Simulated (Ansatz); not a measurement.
# WH (sextet): wave-function methods side by side, def2-TZVPP

One table from this session's results is given with a row withheld; the runs are named, their logs left out.

Computed with Ansatz 0.2.0, Gaussian basis. Level: def2-TZVPP, core rule «outside noble gas», up to 4 orbitals frozen.

Plan: UHF; ROHF; CCSD(T) on UHF.

## What is computed

The geometry is a PBE0/def2-TZVP stationary point (not a proven minimum) of the parent state, kept for this charge and spin. No spin-orbit coupling is included. Elements past krypton take def2 core potentials.

2 atoms, charge 0, spin multiplicity 6.

Atoms are counted from 1 here; the program's logs count them from 0.

Bond lengths: W1–H2 1.690 Å.

The first run:

in.yaml

```yaml
crystal:
  periodic: [false, false, false]
  atoms:
    - {symbol: W, position_ang: [0.000000, 0.000000, 0.000000]}
    - {symbol: H, position_ang: [0.000000, 0.000000, 1.689971]}
basis:
  gaussian: {orbitals: def2-TZVPP}
magnetization: {spin_polarized: true, initial_magnetization: 5}
hamiltonian: {xc: hf}
output: {orbitals: {seedname: orbitals}}
```

Run with:

```
> ansatz run in.yaml --threads 1 --pin off --events-out ev --progress --plain --max-ram 4096MiB --backend cpu
```

Among the steps run: UHF; ROHF; CCSD(T) on UHF.

One table of the session follows, with a row left open; its other results are not shown here.

| method | from UCCSD(T) (kcal/mol) |
| --- | --- |
| ROHF | +83.19 |
| UHF | +78.22 |
| UMP2 | +12.02 |
| UCCSD | ? |
| UCCSD(T) | 0 |

Q: Estimate the row for UCCSD from the others.

As computed: from UCCSD(T) (kcal/mol): +2.57. In the column «from UCCSD(T) (kcal/mol)» it lies between UCCSD(T) (0) and UMP2 (+12.02).
